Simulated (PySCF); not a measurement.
# C2H5BS2: the cost of one run

Computed with PySCF 2.14.0, with density-fitted response routines of our own, on a single molecule in the gas phase. Atoms count from 0, in the outputs and in this text.

## (1) The starting structure

10 atoms, charge 0, multiplicity 1; geometry from: GFN2-xTB. The atoms were then displaced at random by about 0.01 Å, so the start is not that level's minimum.

Bonds of the start (Å): B0–S1 1.78, S1–C2 1.85, C2–C3 1.52, C3–S4 1.81, S4–B0 1.79, B0–H5 1.14, C2–H6 1.10, C2–H7 1.06, C3–H8 1.08, C3–H9 1.12.

## (2) Geometry optimisation at PBE0-D3(BJ)/def2-SVP

The job: settings as JSON, then the geometry in Å.

```
{"job": {"xc": "PBE0", "basis": "def2-SVP", "d3": "d3bj", "grid": 1, "shake": 0.01, "kind": "geom"}, "charge": 0, "multiplicity": 1}
B      1.812860     0.071200    -0.075620
S      0.869010    -1.116730    -0.999530
C     -0.762860    -0.766470    -0.195640
C     -0.768120     0.683800     0.245650
S      0.830300     1.197560     0.909300
H      2.947220     0.163900    -0.132270
H     -0.802640    -1.444060     0.665190
H     -1.512770    -0.994230    -0.907770
H     -1.017040     1.349760    -0.571300
H     -1.545520     0.834350     1.040930
```

Started as:

```
> OMP_NUM_THREADS=1 python probes_run.py task.json out
```

One launch serves the whole session: the jobs run in the order shown.

**Question.** How long does this first job take on 1 thread of Arm Neoverse V1, shared host, and how much memory does it need?

About 18 s, with a peak of 0.43 GiB.
